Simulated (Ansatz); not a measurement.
# BiTe: response to strain

BiTe is deformed so: equal xx and yy strain of +2 %. What stress and forces result, by LAPW, PAW and all-electron datasets made for the crystal?

Program: Ansatz 0.2.0. Level of theory: DFT LDA, scalar-relativistic. These are calculated values, not measurements.

**1. The system as given**

Symmetry: Fm-3m, No. 225, cubic system. Conventional cell: a = 6.470 Å, b = 6.470 Å, c = 6.470 Å, α = 90.00°, β = 90.00°, γ = 90.00°. Bi (site symmetry m-3m) is surrounded by 6 Te at 3.23 Å. Te (site symmetry m-3m) is surrounded by 6 Bi at 3.23 Å.

As a file:

```cif
data_structure
_symmetry_space_group_name_H-M 'Fm-3m'
_symmetry_Int_Tables_number 225
_cell_length_a 6.4700
_cell_length_b 6.4700
_cell_length_c 6.4700
_cell_angle_alpha 90.000
_cell_angle_beta 90.000
_cell_angle_gamma 90.000
_cell_volume 270.84
loop_
_atom_site_label
_atom_site_type_symbol
_atom_site_symmetry_multiplicity
_atom_site_Wyckoff_symbol
_atom_site_fract_x
_atom_site_fract_y
_atom_site_fract_z
_atom_site_occupancy
Bi1 Bi 4 a 0.00000 0.00000 0.00000 1
Te1 Te 4 b 0.50000 0.00000 0.00000 1
```

The file gives the conventional cell by its symmetry; the runs use the cell typed in the input.

Atoms are numbered in the order of the input: Bi1, Te2.

**2. After the deformation**

Space group Fm-3m before, I4/mmm after.

**3. All-electron LAPW**

Contents of input.yaml:

```yaml
crystal:
  lattice:
    - [0.0, 3.2997, 3.235]
    - [3.2997, 0.0, 3.235]
    - [3.2997, 3.2997, 0.0]
  atoms:
    - { symbol: Bi, position: [0.0, 0.0, 0.0] }
    - { symbol: Te, position: [0.5, 0.5, 0.5] }
kpoints:
  mp_grid: { grid: [10, 10, 10] }
  band_path:
    path:
      - [0.0, 0.0, 0.0]
      - [0.0, 0.5, 0.5]
      - [0.25, 0.75, 0.5]
      - [0.0, 0.5, 0.0]
      - [0.0, 0.0, 0.0]
      - [0.5, 0.5, 0.0]
      - [0.38005, 0.61995, 0.0]
      - [-0.38005, 0.38005, 0.0]
      - [0.0, 0.0, 0.0]
    npoints: 5
scf:
  occupations: { method: fermi_dirac, width: 0.08 }
hamiltonian:
  xc: lda
  pseudopotentials: { kind: all_electron, lapw: { basis_error: 0.0005 } }
output:
  forces: true
  stress: true
  eigenvalues: true
```

Started as:

```sh
$ ansatz run input.yaml --threads 1 --pin off --max-ram 3072MiB --backend cpu --events-out ev --progress --plain --runs-dir out
```

**4. PAW with frozen cores**

Contents of input.yaml:

```yaml
crystal:
  lattice:
    - [0.0, 3.2997, 3.235]
    - [3.2997, 0.0, 3.235]
    - [3.2997, 3.2997, 0.0]
  atoms:
    - { symbol: Bi, position: [0.0, 0.0, 0.0] }
    - { symbol: Te, position: [0.5, 0.5, 0.5] }
kpoints:
  mp_grid: { grid: [10, 10, 10] }
scf:
  occupations: { method: fermi_dirac, width: 0.08 }
hamiltonian:
  xc: lda
  pseudopotentials: { kind: paw }
output:
  forces: true
  stress: true
  eigenvalues: true
  efg: { contact_densities: true }
```

**5. Datasets made for this crystal**

Changes to input.yaml since step 4:

```diff
@@ -14,3 +14,3 @@
   xc: lda
-  pseudopotentials: { kind: paw }
+  pseudopotentials: { kind: all_electron, datasets: crystal }
 output:
```

(Steps that only read results are left out.)

Before running it: what results should come out? Wanted: pressure; largest shear or deviatoric stress.

As calculated:

| quantity | value |
| --- | --- |
| pressure | LAPW -4.32, PAW -4.34, crystal datasets -4.32 GPa |
| largest shear or deviatoric stress (LAPW) | 0.80 GPa |

What this shows: The largest part of the stress beyond the pressure is 0.80 GPa in size, in the zz component; the atoms are carried along and not relaxed. No run of the undeformed cell stands beside it, so the pressure holds what the given cell had before the change. PAW: stress within 0.02 GPa of LAPW. Crystal datasets: stress within 0.01 GPa of LAPW. Spin-orbit coupling is left out, though the cell holds Bi; in elements this heavy it can shift bands and gaps by tenths of an eV.
